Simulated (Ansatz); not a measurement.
# Ti3C2 (P6_3/mmc) in Ansatz: reference runs

How does Ti3C2 come out in PBEsol? The cell is run as given and disturbed.

Everything below comes from runs of Ansatz 0.2.0. Logs are shortened: lines on timing, memory, paths and dates and some standing lists are left out, and cuts for length are marked.

## 1. Starting point

It takes space group P6_3/mmc (No. 194, hexagonal). Conventional cell: a = 3.067 Å, b = 3.067 Å, c = 15.117 Å, α = 90.00°, β = 90.00°, γ = 120.00°. Ti (site symmetry -3m) is surrounded by 6 C at 2.20 Å. Ti (site symmetry 3m) is surrounded by 3 C at 2.06 Å. Around C (site symmetry 3m) lie 6 Ti at 2.06 to 2.20 Å.

The cell comes from a database or a generator and needn't be the stable form of this composition.

## 2. Single point, PBEsol

input.yaml reads:

```yaml
crystal:
  lattice:
    - [3.0666049652, 0.0, 0.0]
    - [-1.5333024826, 2.6557578032, 0.0]
    - [0.0, 0.0, 15.11715007]
  atoms:
    - { symbol: Ti, position: [0.0, 0.0, 0.5] }
    - { symbol: Ti, position: [0.0, 0.0, 0.0] }
    - { symbol: Ti, position: [0.3333333333, 0.6666666667, 0.65612229] }
    - { symbol: Ti, position: [0.6666666667, 0.3333333333, 0.15612229] }
    - { symbol: Ti, position: [0.6666666667, 0.3333333333, 0.34387771] }
    - { symbol: Ti, position: [0.3333333333, 0.6666666667, 0.84387771] }
    - { symbol: C, position: [0.3333333333, 0.6666666667, 0.08589624] }
    - { symbol: C, position: [0.6666666667, 0.3333333333, 0.58589624] }
    - { symbol: C, position: [0.3333333333, 0.6666666667, 0.41410376] }
    - { symbol: C, position: [0.6666666667, 0.3333333333, 0.91410376] }
hamiltonian:
  xc: pbesol
  pseudopotentials: { kind: paw }
kpoints:
  mp_grid: { grid: [10, 10, 2] }
scf:
  occupations: { method: fermi_dirac, width: 0.05 }
output:
  forces: true
  stress: true
  eigenvalues: true
```

Potentials or basis: Ansatz PAW.

The run is started by

```
$ ansatz run input.yaml --threads 4 --pin off --max-ram 11264MiB --backend cpu --events-out ev --progress --plain --runs-dir out
```

Standard output:

```text
Warning: RAYON_NUM_THREADS=4 ignored (pool sized by the plan → 4); use --threads N
Engine: ansatz 0.2.0, aarch64-unknown-linux-gnu
Pseudopotentials: kind: paw
Pseudopotential: Ti, paw, valence charge 12, recommended cutoff 420 eV (normal), Ti.paw.azcp
Pseudopotential: C, paw, valence charge 4, recommended cutoff 420 eV (normal), C.paw.azcp
Functional definition: PBEsol
  exchange = pbesol_x
  correlation = pbesol_c
Crystal: 10 atoms, lattice volume = 123.116 Å³
Basis set: ecut = 420 eV, 2379 PW (Γ), exchange–correlation on 48×48×216 points (8 copies of the dense FFT grid, shifted against one another)
Bands: 54, of which v1, the nominal top of the filled ones, is band 44 counted from 1 (43 counted from 0)
Symmetry: 24 space group operations
Space group: P63/mmc (ITA 194), of the structure as read, at distance tolerance 5.0e-5 Å
k-points: 28 of 200
Non-local potential: Ti, projectors of the file, l = 0: 3, l = 1: 2, l = 2: 3, l = 3: 1
Non-local potential: C, projectors of the file, l = 0: 2, l = 1: 2, l = 2: 1
PAW form: soft (Blöchl's): semilocal exchange-correlation on the pseudo side does not see the compensation charge
PAW frozen core: Ti, regenerated for the run's functional, and the local potential with it (the file was generated under x = pbe(κ = 0.804, μ = 0.2195149727645171), c = pbe(β = 0.06672455060314922))
PAW frozen core: C, regenerated for the run's functional, and the local potential with it (the file was generated under x = pbe(κ = 0.804, μ = 0.2195149727645171), c = pbe(β = 0.06672455060314922))
PAW one-centre angular grid: Ti, 590 points (default); XC on 64 Gauss nodes
PAW one-centre angular grid: C, 110 points (default); XC on 64 Gauss nodes
Initial density: superposition of atomic densities (neutral atoms: chi_scale 0, normalization atom), corrected by the library's trained network
Initial wavefunctions: pseudopotential atomic-orbital guess
Functional: x = pbesol(κ = 0.804, μ = 0.12345679012345678), c = pbesol(β = 0.046)
SCF iter   1: F=—  HF=-15837.816511 eV  |F-HF|=—  |Δ(HF+E_count)|=         —  Δρ=9.62e-3  dr2=1.03e-1  ethr=1.77e-3  ⟨swp⟩=5.4  Hψ=5954  notcnv=0
preconditioner: auto → Kerker (q_TF=auto, 2.580 Å⁻¹)  [metal: Δε(μ)=0.067 eV  Ē_g=5.674 eV  σ=0.050 eV  W_gap=0.32  n_scr=42 (ndim 8)  ℏωp=21.2 eV  f_vac=0.000  D(μ)=2.58/eV (n_scr^D=8)]
SCF iter   2: F=—  HF=-15837.793981 eV  |F-HF|=—  |Δ(HF+E_count)|=   2.25e-2  Δρ=4.94e-3  dr2=2.83e-2  ethr=1.18e-4  ⟨swp⟩=2.0  Hψ=2286  notcnv=0  defer=22
SCF iter   3: F=—  HF=-15837.788238 eV  |F-HF|=—  |Δ(HF+E_count)|=   5.74e-3  Δρ=1.18e-3  dr2=2.21e-3  ethr=3.21e-5  ⟨swp⟩=2.0  Hψ=2208  notcnv=0  defer=22
SCF iter   4: F=—  HF=-15837.788029 eV  |F-HF|=—  |Δ(HF+E_count)|=   2.09e-4  Δρ=4.85e-4  dr2=3.98e-4  ethr=2.51e-6  ⟨swp⟩=2.0  Hψ=1927  notcnv=0  defer=22
SCF iter   5: F=—  HF=-15837.787949 eV  |F-HF|=—  |Δ(HF+E_count)|=   7.95e-5  Δρ=1.23e-4  dr2=3.75e-5  ethr=4.52e-7  ⟨swp⟩=2.0  Hψ=2004  notcnv=0  defer=22
SCF iter   6: F=—  HF=-15837.787837 eV  |F-HF|=—  |Δ(HF+E_count)|=   1.13e-4  Δρ=3.54e-5  dr2=3.06e-6  ethr=4.26e-8  ⟨swp⟩=2.0  Hψ=1696  notcnv=0  defer=22
SCF iter   7: F=—  HF=-15837.787836 eV  |F-HF|=—  |Δ(HF+E_count)|=   5.32e-7  Δρ=1.25e-5  dr2=8.78e-7  ethr=3.48e-9  ⟨swp⟩=2.1  Hψ=2077  notcnv=0  defer=22
SCF iter   8: F=-15837.787836 eV  HF=-15837.787836 eV  |F-HF|=2.46e-8  |Δ(HF+E_count)|=   9.67e-8  Δρ=3.88e-6  dr2=3.61e-8  ethr=1.14e-10  ⟨swp⟩=5.5  Hψ=5242  notcnv=0
SCF 1 converged in 8 iterations: F = -15837.787836 eV  dr2 = 3.61e-8
SCF converged after 8 iterations
Free energy (F): -15837.787836 eV
Harris-Foulkes:  -15837.787836 eV  (|F-HF|=2.46e-8)
Internal energy: -15837.765176 eV  (E = F + TS)
E sigma→0 (E₀):  -15837.776506 eV
Entropy (-TS):   -0.022660 eV (-2.266 meV/atom)
Fermi energy:    13.434601 eV
--- Per-component energies (eV) ---
  E_band       = -857.279847
  E_kinetic    = 1994.443235
  E_local      = -5728.885943  (includes V_loc(G=0)·N_el)
  E_nonlocal   = 153.844090
  E_hartree    = 2371.063434
  E_xc         = -778.162410
  E_vxc        = -975.942544  (∫ρ·V_xc dr)
  E_paw        = -6511.338179  (= ΣΔE_a)
  E_vpaw       = -1042.870353  (= ΣTr[D̂ρ^β])
  E_aug_tail   = 0.000764  (compensation charges beyond the density's cutoff)
  E_ewald      = -7339.650874
  E_core_change = 0.920708  (= ΣΔE_core)
  E_smearing   = -0.022660  (= −TS)
  E_closure    = 0.000000  (closes the sum)
  Σ components = -15837.787836   (vs F -15837.787836, Δ=0.00e0)
--- Forces (eV/Å), atoms counted from 1 ---
  atom   1  Ti    -0.00000000     0.00000000     0.00000000
  atom   2  Ti    -0.00000000     0.00000000     0.00000000
  atom   3  Ti    -0.00000000     0.00000000    -0.32626166
  atom   4  Ti     0.00000000     0.00000000    -0.32626166
  atom   5  Ti     0.00000000     0.00000000     0.32626166
  atom   6  Ti     0.00000000     0.00000000     0.32626166
  atom   7  C      0.00000000     0.00000000    -0.00589782
  atom   8  C     -0.00000000    -0.00000000    -0.00589782
  atom   9  C      0.00000000     0.00000000     0.00589782
  atom  10  C     -0.00000000    -0.00000000     0.00589782
  max |Σ_I F_I| component: 1.12e-16 eV/Å
--- Stress (GPa, compression-positive) ---
       -4.906301       0.000000      -0.000000
        0.000000      -4.906301       0.000000
       -0.000000       0.000000      -4.696368
  P = ⅓ Tr σ = -4.8363 GPa (-48.363 kbar)
--- Band table (eV; the first three rows and the last of 28) ---
  k-point 0: bands = ["-43.2530", "-43.2438", "-43.2265", "-43.2157", "-43.0608", "-43.0591", "-19.9780", "-19.8493", "-19.8291", "-19.6233", "-19.4220", "-19.4144", "-19.4144", "-19.4097", "-19.4097", "-19.3951", "-19.3951", "-19.3897", "-19.3897", "-19.3445", "-19.2433", "-19.2433", "-19.2427", "-19.2427", "1.3826", "1.4580", "2.8086", "2.9495", "7.4974", "7.8939", "9.7175", "10.4343", "10.4343", "10.4756", "10.4756", "10.6045", "11.3271", "11.5749", "11.5749", "11.6675", "11.6675", "11.7446", "13.6426", "13.7929", "13.7929", "13.9198", "13.9306", "13.9306", "14.6993", "14.6993", "14.8365", "14.8365", "15.0710", "15.0710"]
  k-point 1: bands = ["-43.2493", "-43.2493", "-43.2203", "-43.2203", "-43.0599", "-43.0599", "-19.9409", "-19.9409", "-19.7059", "-19.7059", "-19.4124", "-19.4124", "-19.4124", "-19.4124", "-19.3921", "-19.3921", "-19.3921", "-19.3921", "-19.3763", "-19.3763", "-19.2430", "-19.2430", "-19.2430", "-19.2430", "1.4188", "1.4188", "2.8799", "2.8799", "7.6757", "7.6757", "10.1155", "10.1155", "10.4542", "10.4542", "10.4542", "10.4542", "11.6031", "11.6031", "11.6213", "11.6213", "11.6213", "11.6213", "13.7781", "13.7781", "13.8537", "13.8537", "13.8537", "13.8537", "14.8227", "14.8227", "14.8227", "14.8227", "15.0558", "15.0558"]
  k-point 2: bands = ["-43.2476", "-43.2392", "-43.2211", "-43.2112", "-43.0569", "-43.0554", "-19.9646", "-19.8465", "-19.8167", "-19.6242", "-19.4729", "-19.4499", "-19.4331", "-19.4279", "-19.4247", "-19.4179", "-19.4054", "-19.3977", "-19.3970", "-19.3401", "-19.2757", "-19.2723", "-19.2494", "-19.2485", "1.5531", "1.6228", "2.8907", "3.0139", "7.7227", "8.1003", "9.4963", "10.1172", "10.4972", "10.5372", "10.5395", "10.8388", "10.8623", "11.2604", "11.5406", "11.6249", "11.6614", "11.8357", "13.5415", "13.6491", "13.6733", "13.9120", "13.9849", "14.0764", "14.3508", "14.5893", "14.7262", "14.9007", "14.9384", "14.9878"]
  k-point 27: bands = ["-43.1901", "-43.1901", "-43.1630", "-43.1630", "-43.0158", "-43.0158", "-19.8141", "-19.8141", "-19.7468", "-19.7468", "-19.7084", "-19.7084", "-19.6651", "-19.6651", "-19.6270", "-19.6270", "-19.6048", "-19.6048", "-19.4551", "-19.4551", "-19.4108", "-19.4108", "-19.3836", "-19.3836", "3.6202", "3.6202", "3.6809", "3.6809", "8.6637", "8.6637", "9.4414", "9.4414", "9.6820", "9.6820", "9.9273", "9.9273", "10.4877", "10.4877", "10.6729", "10.6729", "12.4707", "12.4707", "12.9833", "12.9833", "13.9343", "13.9343", "14.1036", "14.1036", "14.6457", "14.6457", "15.8055", "15.8055", "15.9806", "15.9806"]
```

Wall time 3.6 s (4 threads of Arm Neoverse V2, shared host); peak memory 0.57 GiB.

What came out:

* Free energy: -15837.7878 eV
* Pressure: -4.8 GPa
* Largest force: 0.326 eV/Å
* Band gap on the k mesh: none (metal or under the smearing width)

Forces on the atoms (eV/Å):
```
Ti   0.000  0.000  0.000
Ti   0.000  0.000  0.000
Ti   0.000  0.000 -0.326
Ti   0.000  0.000 -0.326
Ti   0.000  0.000  0.326
Ti   0.000  0.000  0.326
C    0.000  0.000 -0.006
C    0.000  0.000 -0.006
C    0.000  0.000  0.006
C    0.000  0.000  0.006
```

Stress tensor (GPa, compression positive):
```
-4.91  0.00  0.00
 0.00 -4.91  0.00
 0.00  0.00 -4.70
```

Caveat: the PAW data sets come from PBE, with cores solved anew for the run's functional, which leaves a small shift of forces and pressure.

## 3. Single point, PBEsol (atoms moved at random, drawn with an rms of 0.05 Å)

input.yaml reads:

```yaml
crystal:
  lattice:
    - [3.0666049652, 0.0, 0.0]
    - [-1.5333024826, 2.6557578032, 0.0]
    - [0.0, 0.0, 15.11715007]
  atoms:
    - { symbol: Ti, position: [-0.015095, -0.00619, 0.502634] }
    - { symbol: Ti, position: [-0.001336, -0.002141, 0.000624] }
    - { symbol: Ti, position: [0.346722, 0.682067, 0.656978] }
    - { symbol: Ti, position: [0.64529, 0.316155, 0.158001] }
    - { symbol: Ti, position: [0.652009, 0.342567, 0.342962] }
    - { symbol: Ti, position: [0.335447, 0.674252, 0.84442] }
    - { symbol: C, position: [0.350688, 0.672617, 0.08705] }
    - { symbol: C, position: [0.671523, 0.327285, 0.588246] }
    - { symbol: C, position: [0.336216, 0.663924, 0.414144] }
    - { symbol: C, position: [0.667956, 0.314884, 0.912471] }
hamiltonian:
  xc: pbesol
  pseudopotentials: { kind: paw }
kpoints:
  mp_grid: { grid: [10, 10, 2] }
scf:
  occupations: { method: fermi_dirac, width: 0.05 }
output:
  forces: true
  stress: true
  eigenvalues: true
  write_density: true
  write_potential: true
  elf: true
  volumetric_format: npy
```

Potentials or basis: Ansatz PAW.

The run is started by

```
$ ansatz run input.yaml --threads 4 --pin off --max-ram 11264MiB --backend cpu --events-out ev --progress --plain --runs-dir out
```

Standard output:

```text
Warning: RAYON_NUM_THREADS=4 ignored (pool sized by the plan → 4); use --threads N
Engine: ansatz 0.2.0, aarch64-unknown-linux-gnu
Pseudopotentials: kind: paw
Pseudopotential: Ti, paw, valence charge 12, recommended cutoff 420 eV (normal), Ti.paw.azcp
Pseudopotential: C, paw, valence charge 4, recommended cutoff 420 eV (normal), C.paw.azcp
Functional definition: PBEsol
  exchange = pbesol_x
[... 59 lines left out ...]
  atom   8  C     -0.42880344     0.58004711    -0.34242286
  atom   9  C     -0.89616876     0.23419752     0.12185136
  atom  10  C     -0.52166950     0.95114355     0.57530869
  max |Σ_I F_I| component: 5.11e-6 eV/Å
--- Stress (GPa, compression-positive) ---
       -5.245884      -0.324222      -0.814183
       -0.324222      -4.035232       0.931117
       -0.814183       0.931117      -5.038632
  P = ⅓ Tr σ = -4.7732 GPa (-47.732 kbar)
--- Band table (eV; the first three rows and the last of 104) ---
  k-point 0: bands = ["-43.2472", "-43.2165", "-43.2128", "-43.1878", "-43.0942", "-43.0845", "-19.9744", "-19.8401", "-19.8228", "-19.5957", "-19.4454", "-19.4130", "-19.4101", "-19.3904", "-19.3881", "-19.3833", "-19.3806", "-19.3699", "-19.3593", "-19.3516", "-19.2872", "-19.2708", "-19.2618", "-19.2605", "1.4154", "1.4954", "2.7856", "2.9318", "7.5070", "7.9123", "9.6771", "10.4493", "10.4619", "10.4963", "10.5177", "10.6191", "11.3360", "11.5234", "11.5881", "11.6387", "11.6778", "11.7409", "13.5945", "13.7985", "13.8209", "13.8617", "13.9429", "13.9786", "14.6512", "14.7192", "14.7849", "14.8545", "14.9913", "15.0921"]
  k-point 1: bands = ["-43.2468", "-43.2212", "-43.2070", "-43.1894", "-43.0938", "-43.0848", "-19.9432", "-19.9287", "-19.7030", "-19.6796", "-19.4132", "-19.4103", "-19.3955", "-19.3907", "-19.3868", "-19.3841", "-19.3802", "-19.3795", "-19.3705", "-19.3594", "-19.2871", "-19.2709", "-19.2617", "-19.2606", "1.4523", "1.4550", "2.8544", "2.8653", "7.6829", "7.6939", "10.0425", "10.1003", "10.4722", "10.4785", "10.5140", "10.5342", "11.5421", "11.5736", "11.5931", "11.6167", "11.6494", "11.6528", "13.7198", "13.7275", "13.8628", "13.8665", "13.8831", "13.8979", "14.7624", "14.7888", "14.8206", "14.8324", "14.9779", "15.0531"]
  k-point 2: bands = ["-43.2421", "-43.2113", "-43.2077", "-43.1828", "-43.0906", "-43.0810", "-19.9612", "-19.8367", "-19.8110", "-19.5970", "-19.4758", "-19.4404", "-19.4215", "-19.4201", "-19.4068", "-19.4011", "-19.3985", "-19.3922", "-19.3756", "-19.3462", "-19.2970", "-19.2929", "-19.2881", "-19.2724", "1.5845", "1.6582", "2.8724", "3.0001", "7.7330", "8.1189", "9.4883", "10.1508", "10.4823", "10.5672", "10.5775", "10.8017", "10.8504", "11.2476", "11.5571", "11.6451", "11.6907", "11.8654", "13.5452", "13.6262", "13.6714", "13.9125", "13.9424", "14.1042", "14.3359", "14.5902", "14.7132", "14.8360", "14.9332", "15.0005"]
  k-point 103: bands = ["-43.1939", "-43.1611", "-43.1581", "-43.1335", "-43.0585", "-43.0480", "-19.8470", "-19.8359", "-19.8309", "-19.8162", "-19.7499", "-19.7459", "-19.6618", "-19.6321", "-19.5104", "-19.5063", "-19.4991", "-19.4944", "-19.4694", "-19.4620", "-19.4157", "-19.4014", "-19.3300", "-19.3285", "3.2577", "3.2661", "3.7892", "3.7956", "7.8480", "7.8704", "9.2355", "9.2852", "10.2120", "10.2946", "10.4080", "10.4789", "10.5015", "10.5249", "11.4587", "11.5350", "11.6686", "11.7439", "12.2724", "12.3107", "13.8513", "13.8666", "15.2799", "15.4426", "15.6170", "15.6352", "15.7205", "15.7606", "15.9634", "16.0066"]
```

Run time: 26 s. Hardware: 4 threads of Arm Neoverse V2, shared host; peak memory 0.79 GiB.

Results:

```yaml
Free_energy: -15837.5840 eV
Pressure: -4.8 GPa
Largest_force: 1.228 eV/Å
Band_gap_on_the_k_mesh: none (metal or under the smearing width)
```

Forces on the atoms (eV/Å):
```
Ti   0.662  0.133 -0.593
Ti   0.426 -0.100  0.050
Ti   0.017 -0.619  0.105
Ti   0.719  0.518 -0.505
Ti   0.648 -0.293  0.780
Ti   0.326 -0.721 -0.046
C   -0.952 -0.684 -0.147
C   -0.429  0.580 -0.342
C   -0.896  0.234  0.122
C   -0.522  0.951  0.575
```

Stress tensor (GPa, compression positive):
```
-5.25 -0.32 -0.81
-0.32 -4.04  0.93
-0.81  0.93 -5.04
```

Levels at points of the mesh, in eV from the Fermi level:
| k point | band 41 | band 42 | band 43 | band 44 | band 45 | band 46 | band 47 | band 48 |
| --- | --- | --- | --- | --- | --- | --- | --- | --- |
| (0.00, 0.00, 0.00) | -1.76 | -1.70 | 0.16 | 0.36 | 0.38 | 0.42 | 0.50 | 0.54 |
| (0.00, 0.00, -0.50) | -1.79 | -1.79 | 0.28 | 0.29 | 0.42 | 0.43 | 0.44 | 0.46 |
| (0.00, -0.50, 0.00) | -1.70 | -1.49 | -1.17 | -1.12 | 0.27 | 0.56 | 1.65 | 1.89 |
| (0.00, -0.50, -0.50) | -1.62 | -1.58 | -1.17 | -1.12 | 0.38 | 0.44 | 1.73 | 1.87 |
| (-0.50, 0.00, 0.00) | -1.80 | -1.59 | -1.19 | -1.12 | 0.30 | 0.57 | 1.95 | 2.02 |
| (-0.50, 0.00, -0.50) | -1.71 | -1.68 | -1.18 | -1.12 | 0.39 | 0.46 | 2.02 | 2.09 |
| (-0.50, -0.50, 0.00) | -1.84 | -1.62 | -1.17 | -1.13 | 0.29 | 0.56 | 1.76 | 2.01 |
| (-0.50, -0.50, -0.50) | -1.77 | -1.69 | -1.17 | -1.13 | 0.41 | 0.43 | 1.84 | 2.00 |

Caveat: the PAW data sets come from PBE, with cores solved anew for the run's functional, which leaves a small shift of forces and pressure.
